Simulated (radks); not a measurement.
# Ionising dysprosium step by step, Dy⁴²⁺ to Dy⁵⁵⁺

Aim: the successive ionisation energies of dysprosium, each ion in the ground configuration that NIST lists, set against the tabulated values. Each value is a difference of total energies (Δ-SCF).

Program: radks (a radial shooting solver on a logarithmic mesh, Libxc functionals) version 1. Level of theory: scalar-relativistic Kohn-Sham, PBEsol, spin-polarised, spherical densities, point nucleus; open shells are filled with parallel spins first. These are calculated values, not measurements, unless marked.

### 1 What is computed

```
element             : dysprosium (Z = 66)
charges             : 42 to 55
first configuration : [Ar] 3d6
last configuration  : [Ne] 3s1
```

The outer shells:

Dy⁴²⁺
```
[Ar] core
3d [↑↓][↑ ][↑ ][↑ ][↑ ]
```

Dy⁵⁵⁺
```
[Ne] core
3s [↑ ]
```

In the logs a row gives level, spin channel, occupation and eigenvalue; Etot, Ekin, Encl (electron-nucleus), Eh (Hartree) and Exc are energies, all in hartree; err is the last residual, it the number of iterations.

### 2 Dy⁴²⁺, [Ar] 3d6

Input:

```text
Z 66
configuration [Ar] 3d6 4s0 4p0
relativity scalar-relativistic
functional pbe_sol,pbe_sol
spin polarised
nucleus point
c 137.035999084
```

Standard output:

```text
1s      1   1.0000       -2053.57265708
2s      1   1.0000        -408.91777879
2p      1   3.0000        -372.26941641
3s      1   1.0000        -145.67547728
3p      1   3.0000        -134.45103933
3d      1   5.0000        -121.40353293
4s      1   0.0000         -72.99871730
4p      1   0.0000         -68.58380735
1s      2   1.0000       -2053.56147312
2s      2   1.0000        -408.30781605
2p      2   3.0000        -371.79116504
3s      2   1.0000        -145.01384035
3p      2   3.0000        -133.77476256
3d      2   1.0000        -120.55956119
4s      2   0.0000         -72.77191968
4p      2   0.0000         -68.35685364
Etot -10818.529108450864
Ekin 11764.306513896187
Encl -24298.041067087033
Eh 1895.3775331351628
Exc -180.17208839518003
err 7.646308972523965e-09
it 14
```

The top filled level is 3d down, -3280.6 eV.

Sizes of the orbitals, from the radial functions (bohr):

```
  level  occupation  energy (eV)     <r>  outermost maximum (interpolated)  90 % within  nodes
  3p up           3      -3658.6  0.2214                             0.205        0.329      1
3p down           3      -3640.2  0.2220                             0.205        0.330      1
  3d up           5      -3303.6  0.1978                             0.165        0.304      0
3d down           1      -3280.6  0.1984                             0.165        0.305      0
  4s up           0      -1986.4  0.4376                             0.436        0.617      3
4s down           0      -1980.2  0.4386                             0.437        0.618      3
  4p up           0      -1866.3  0.4430                             0.442        0.630      2
4p down           0      -1860.1  0.4442                             0.443        0.632      2
```

The radial density on a logarithmic grid:

```
r (bohr)  4πr²ρ (e/bohr)
0.000856           3.635
 0.00122           6.419
 0.00174           11.24
 0.00250           19.11
 0.00356           30.77
 0.00510           47.14
 0.00731           66.21
  0.0104           82.23
  0.0149           88.25
  0.0212           82.19
  0.0303           78.03
  0.0435           94.70
  0.0618           113.2
  0.0886           93.51
   0.127           68.71
   0.181           77.81
   0.259           52.40
   0.368           11.07
   0.528          0.4478
```

### 3 Dy⁴³⁺, [Ar] 3d5

Input:

```text
Z 66
configuration [Ar] 3d5
relativity scalar-relativistic
functional pbe_sol,pbe_sol
spin polarised
nucleus point
c 137.035999084
```

Standard output:

```text
1s      1   1.0000       -2058.93144305
2s      1   1.0000        -414.21777860
2p      1   3.0000        -377.60224015
3s      1   1.0000        -149.70662004
3p      1   3.0000        -138.51632938
3d      1   5.0000        -125.75839847
1s      2   1.0000       -2058.91704912
2s      2   1.0000        -413.41287643
2p      2   3.0000        -376.97273722
3s      2   1.0000        -148.83290578
3p      2   3.0000        -137.62031214
3d      2   0.0000        -124.63251842
Etot -10695.984743023015
Ekin 11641.263516374995
Encl -23947.488585913816
Eh 1785.8958301977575
Exc -175.6555036819512
err 1.0146130476994412e-08
it 13
```

Removing an electron from Dy⁴²⁺ costs 3334.6 eV. 3d up is the highest filled level (-3422.1 eV).

### 4 Dy⁴⁴⁺, [Ar] 3d4

Settings, as their differences from step 3:

```diff
@@ -1,3 +1,3 @@
 Z 66
-configuration [Ar] 3d5
+configuration [Ar] 3d4
 relativity scalar-relativistic
```

Standard output:

```text
1s      1   1.0000       -2064.39575514
2s      1   1.0000        -419.47266465
2p      1   3.0000        -382.92301166
3s      1   1.0000        -153.64250028
3p      1   3.0000        -142.48716678
3d      1   4.0000        -129.99376583
1s      2   1.0000       -2064.38391413
2s      2   1.0000        -418.79834376
2p      2   3.0000        -382.39660499
3s      2   1.0000        -152.91364789
3p      2   3.0000        -141.73757946
3d      2   0.0000        -129.04563211
Etot -10568.162027856246
Ekin 11512.836455727947
Encl -23589.861204512654
Eh 1678.9940390799006
Exc -170.13131815143967
err 7.0418639747332975e-09
it 13
```

Ionisation energy of Dy⁴³⁺: 3478.2 eV. The top filled level is 3d up, -3537.3 eV.

### 5 Dy⁴⁵⁺, [Ar] 3d3

Settings, as their differences from step 4:

```diff
@@ -1,3 +1,3 @@
 Z 66
-configuration [Ar] 3d4
+configuration [Ar] 3d3
 relativity scalar-relativistic
```

Standard output:

```text
1s      1   1.0000       -2069.94630734
2s      1   1.0000        -424.79341062
2p      1   3.0000        -388.31507171
3s      1   1.0000        -157.60943115
3p      1   3.0000        -146.49170111
3d      1   3.0000        -134.26903016
1s      2   1.0000       -2069.93716941
2s      2   1.0000        -424.26202838
2p      2   3.0000        -387.90111153
3s      2   1.0000        -157.03742434
3p      2   3.0000        -145.90156566
3d      2   0.0000        -133.51733340
Etot -10436.084294941498
Ekin 11380.089026844713
Encl -23226.598017542423
Eh 1575.1327711085266
Exc -164.70807535231538
err 4.851045411625202e-09
it 13
```

E(Dy⁴⁵⁺) − E(Dy⁴⁴⁺) = 3594.0 eV. The top filled level is 3d up, -3653.6 eV.

### 6 Dy⁴⁶⁺, [Ar] 3d2

Settings, as their differences from step 5:

```diff
@@ -1,3 +1,3 @@
 Z 66
-configuration [Ar] 3d3
+configuration [Ar] 3d2 4s0 4p0
 relativity scalar-relativistic
```

Standard output:

```text
1s      1   1.0000       -2075.58273225
2s      1   1.0000        -430.17707446
2p      1   3.0000        -393.77618715
3s      1   1.0000        -161.60462026
3p      1   3.0000        -150.52687562
3d      1   2.0000        -138.57978691
4s      1   0.0000         -83.09971012
4p      1   0.0000         -78.65127709
1s      2   1.0000       -2075.57645778
2s      2   1.0000        -429.80327281
2p      2   3.0000        -393.48567457
3s      2   1.0000        -161.20382971
3p      2   3.0000        -150.11191341
3d      2   0.0000        -138.04721490
4s      2   0.0000         -82.95903415
4p      2   0.0000         -78.50830650
Etot -10299.713722184399
Ekin 11242.981003830073
Encl -22857.721862405
Eh 1474.436138372522
Exc -159.4090019819934
err 4.169638810855506e-09
it 13
```

Removing an electron from Dy⁴⁵⁺ costs 3710.8 eV. The top filled level is 3d up, -3770.9 eV.

### 7 Dy⁴⁷⁺, [Ar] 3d1

Input:

```text
Z 66
configuration [Ar] 3d1
relativity scalar-relativistic
functional pbe_sol,pbe_sol
spin polarised
nucleus point
c 137.035999084
```

Standard output:

```text
1s      1   1.0000       -2081.30456558
2s      1   1.0000        -435.61964726
2p      1   3.0000        -399.30332879
3s      1   1.0000        -165.62422191
3p      1   3.0000        -154.58841014
3d      1   1.0000        -142.91976688
1s      2   1.0000       -2081.30132941
2s      2   1.0000        -435.42131983
2p      2   3.0000        -399.14961060
3s      2   1.0000        -165.41240290
3p      2   3.0000        -154.36820352
3d      2   0.0000        -142.63478825
Etot -10159.017763984002
Ekin 11101.477489505136
Encl -22483.26119894504
Eh 1377.0284542912661
Exc -154.2625088353634
err 3.134810608300102e-09
it 13
```

Ionisation energy of Dy⁴⁶⁺: 3828.5 eV. 3d up is the highest filled level (-3889.0 eV).

### 8 Dy⁴⁸⁺, [Ar]

Settings, as their differences from step 7:

```diff
@@ -1,3 +1,3 @@
 Z 66
-configuration [Ar] 3d1
+configuration [Ar]
 relativity scalar-relativistic
```

Standard output:

```text
1s      1   1.0000       -2087.11118680
2s      1   1.0000        -441.11526010
2p      1   3.0000        -404.89207735
3s      1   1.0000        -169.66259056
3p      1   3.0000        -158.66991983
1s      2   1.0000       -2087.11118680
2s      2   1.0000        -441.11526010
2p      2   3.0000        -404.89207735
3s      2   1.0000        -169.66259056
3p      2   3.0000        -158.66991983
Etot -10013.971643344123
Ekin 10955.55140511347
Encl -22103.253200224994
Eh 1283.034848875948
Exc -149.30469710854788
err 2.363872105364625e-09
it 13
```

E(Dy⁴⁸⁺) − E(Dy⁴⁷⁺) = 3946.9 eV. 3p is the highest filled level (-4317.6 eV).

### 9 Dy⁴⁹⁺, [Ne] 3s2 3p5

Settings, as their differences from step 8:

```diff
@@ -1,3 +1,3 @@
 Z 66
-configuration [Ar]
+configuration [Ne] 3s2 3p5
 relativity scalar-relativistic
```

Standard output:

```text
1s      1   1.0000       -2093.21769256
2s      1   1.0000        -446.34994111
2p      1   3.0000        -410.25774367
3s      1   1.0000        -173.75250333
3p      1   3.0000        -162.81078404
1s      2   1.0000       -2093.10076975
2s      2   1.0000        -446.26513623
2p      2   3.0000        -410.13996735
3s      2   1.0000        -173.45636137
3p      2   2.0000        -162.51122380
Etot -9853.455689384067
Ekin 10790.140929941212
Encl -21696.411882446562
Eh 1197.330795625322
Exc -144.51553250404038
err 5.146184149318828e-09
it 13
```

E(Dy⁴⁹⁺) − E(Dy⁴⁸⁺) = 4367.9 eV. 3p down is the highest filled level (-4422.2 eV).

### 10 Dy⁵⁰⁺, [Ne] 3s2 3p4

Input:

```text
Z 66
configuration [Ne] 3s2 3p4
relativity scalar-relativistic
functional pbe_sol,pbe_sol
spin polarised
nucleus point
c 137.035999084
```

Standard output:

```text
1s      1   1.0000       -2099.39350931
2s      1   1.0000        -451.63410120
2p      1   3.0000        -415.67590779
3s      1   1.0000        -177.87298516
3p      1   3.0000        -166.98524970
1s      2   1.0000       -2099.15451055
2s      2   1.0000        -451.45622994
2p      2   3.0000        -415.43154163
3s      2   1.0000        -177.20860559
3p      2   1.0000        -166.31570001
Etot -9689.110737790475
Ekin 10620.756351895207
Encl -21284.86160444455
Eh 1115.0005686878872
Exc -140.00605392901738
err 6.269335789744259e-09
it 13
```

Removing an electron from Dy⁴⁹⁺ costs 4472.1 eV. 3p down is the highest filled level (-4525.7 eV).

### 11 Dy⁵¹⁺, [Ne] 3s2 3p3

Input:

```text
Z 66
configuration [Ne] 3s2 3p3 4s0 3d0
relativity scalar-relativistic
functional pbe_sol,pbe_sol
spin polarised
nucleus point
c 137.035999084
```

Standard output:

```text
1s      1   1.0000       -2105.63724814
2s      1   1.0000        -456.96695298
2p      1   3.0000        -421.14568678
3s      1   1.0000        -182.02261571
3p      1   3.0000        -171.19203058
4s      1   0.0000         -96.29678020
3d      1   0.0000        -160.41255557
1s      2   1.0000       -2105.27068843
2s      2   1.0000        -456.68262632
2p      2   3.0000        -420.76200940
3s      2   1.0000        -180.85709213
3p      2   0.0000        -170.02430132
4s      2   0.0000         -95.87490965
3d      2   0.0000        -159.42824341
Etot -9520.998318042666
Ekin 10447.46453319171
Encl -20868.710085954783
Eh 1036.1232116775518
Exc -135.8759769571453
err 4.952958432476736e-09
it 13
```

Removing an electron from Dy⁵⁰⁺ costs 4574.6 eV. 3p up is the highest filled level (-4658.4 eV).

### 12 Dy⁵²⁺, [Ne] 3s2 3p2

Input:

```text
Z 66
configuration [Ne] 3s2 3p2
relativity scalar-relativistic
functional pbe_sol,pbe_sol
spin polarised
nucleus point
c 137.035999084
```

Standard output:

```text
1s      1   1.0000       -2111.84784738
2s      1   1.0000        -462.27249611
2p      1   3.0000        -426.55860755
3s      1   1.0000        -185.90916049
3p      1   2.0000        -175.13435275
1s      2   1.0000       -2111.59802352
2s      2   1.0000        -462.07240203
2p      2   3.0000        -426.29222234
3s      2   1.0000        -185.03671082
3p      2   0.0000        -174.26315856
Etot -9347.899989223799
Ekin 10268.952700905304
Encl -20446.527279580972
Eh 960.5959278648711
Exc -130.9213384130021
err 4.415943117029001e-09
it 13
```

E(Dy⁵²⁺) − E(Dy⁵¹⁺) = 4710.2 eV. 3p up is the highest filled level (-4765.6 eV).

### 13 Dy⁵³⁺, [Ne] 3s2 3p1

Input:

```text
Z 66
configuration [Ne] 3s2 3p1
relativity scalar-relativistic
functional pbe_sol,pbe_sol
spin polarised
nucleus point
c 137.035999084
```

Standard output:

```text
1s      1   1.0000       -2118.12240193
2s      1   1.0000        -467.61835535
2p      1   3.0000        -432.01447653
3s      1   1.0000        -189.75180004
3p      1   1.0000        -179.03750711
1s      2   1.0000       -2117.99465042
2s      2   1.0000        -467.51118706
2p      2   3.0000        -431.87458563
3s      2   1.0000        -189.24659839
3p      2   0.0000        -178.53535742
Etot -9170.871880103983
Ekin 10086.35386247644
Encl -20019.62643299287
Eh 888.6560035161292
Exc -126.25531310368184
err 3.2772003588104073e-09
it 13
```

E(Dy⁵³⁺) − E(Dy⁵²⁺) = 4817.2 eV. 3p up is the highest filled level (-4871.9 eV).

### 14 Dy⁵⁴⁺, [Ne] 3s2

Input:

```text
Z 66
configuration [Ne] 3s2
relativity scalar-relativistic
functional pbe_sol,pbe_sol
spin polarised
nucleus point
c 137.035999084
```

Standard output:

```text
1s      1   1.0000       -2124.45917841
2s      1   1.0000        -472.99824886
2p      1   3.0000        -437.50825448
3s      1   1.0000        -193.48458983
1s      2   1.0000       -2124.45917841
2s      2   1.0000        -472.99824886
2p      2   3.0000        -437.50825448
3s      2   1.0000        -193.48458983
Etot -8989.97912548304
Ekin 9899.736215915891
Encl -19588.11516888535
Eh 820.3810787280456
Exc -121.9812512416267
err 1.5981458951696884e-09
it 13
```

Ionisation energy of Dy⁵³⁺: 4922.3 eV. 3s is the highest filled level (-5265.0 eV).

### 15 Dy⁵⁵⁺, [Ne] 3s1

Settings, as their differences from step 14:

```diff
@@ -1,3 +1,3 @@
 Z 66
-configuration [Ne] 3s2
+configuration [Ne] 3s1
 relativity scalar-relativistic
```

Standard output:

```text
1s      1   1.0000       -2130.70696828
2s      1   1.0000        -478.36812769
2p      1   3.0000        -442.97372658
3s      1   1.0000        -197.68559615
1s      2   1.0000       -2130.56569524
2s      2   1.0000        -478.20751534
2p      2   3.0000        -442.83005618
3s      2   0.0000        -196.80149856
Etot -8794.824061536796
Ekin 9690.383652348375
Encl -19124.9579403681
Eh 758.0973225607372
Exc -118.34709607781019
err 1.8122361228896287e-09
it 13
```

E(Dy⁵⁵⁺) − E(Dy⁵⁴⁺) = 5310.4 eV. 3s up is the highest filled level (-5379.3 eV).

### 16 All runs together

| species | configuration | Δ-SCF (eV) | −ε(HOMO) (eV) | NIST (eV) | error (%) |
| --- | --- | --- | --- | --- | --- |
| Dy⁴²⁺ | [Ar] 3d6 | 3334.6 | 3280.6 | 3331 (theory) | +0.1 |
| Dy⁴³⁺ | [Ar] 3d5 | 3478.2 | 3422.1 | 3445 (theory) | +1.0 |
| Dy⁴⁴⁺ | [Ar] 3d4 | 3594.0 | 3537.3 | 3607 (theory) | -0.4 |
| Dy⁴⁵⁺ | [Ar] 3d3 | 3710.8 | 3653.6 | 3725 (theory) | -0.4 |
| Dy⁴⁶⁺ | [Ar] 3d2 | 3828.5 | 3770.9 | 3852 (theory) | -0.6 |
| Dy⁴⁷⁺ | [Ar] 3d1 | 3946.9 | 3889.0 | 3970 (theory) | -0.6 |
| Dy⁴⁸⁺ | [Ar] | 4367.9 | 4317.6 | 4303 (theory) | +1.5 |
| Dy⁴⁹⁺ | [Ne] 3s2 3p5 | 4472.1 | 4422.2 | 4407 (theory) | +1.5 |
| Dy⁵⁰⁺ | [Ne] 3s2 3p4 | 4574.6 | 4525.7 | 4523 (theory) | +1.1 |
| Dy⁵¹⁺ | [Ne] 3s2 3p3 | 4710.2 | 4658.4 | 4629 (theory) | +1.8 |
| Dy⁵²⁺ | [Ne] 3s2 3p2 | 4817.2 | 4765.6 | 4945 (theory) | -2.6 |
| Dy⁵³⁺ | [Ne] 3s2 3p1 | 4922.3 | 4871.9 | 5066 (theory) | -2.8 |
| Dy⁵⁴⁺ | [Ne] 3s2 | 5310.4 | 5265.0 | 5296 (theory) | +0.3 |

In words: Reference values: NIST Atomic Spectra Database (exp. measured, semi-emp. semi-empirical, theory a theoretical value adopted there). Per unit of the charge left behind, the cost jumps most at Dy⁴⁸⁺ ([Ar]): from 3946.9 to 4367.9 eV. There the highest level belongs to another shell. Minus the highest eigenvalue gives 98 to 99 % of the Δ-SCF value along the ladder. Open shells are spherical and high-spin; term and fine-structure splittings are not resolved. Spin-orbit splitting is averaged out at the scalar-relativistic level.
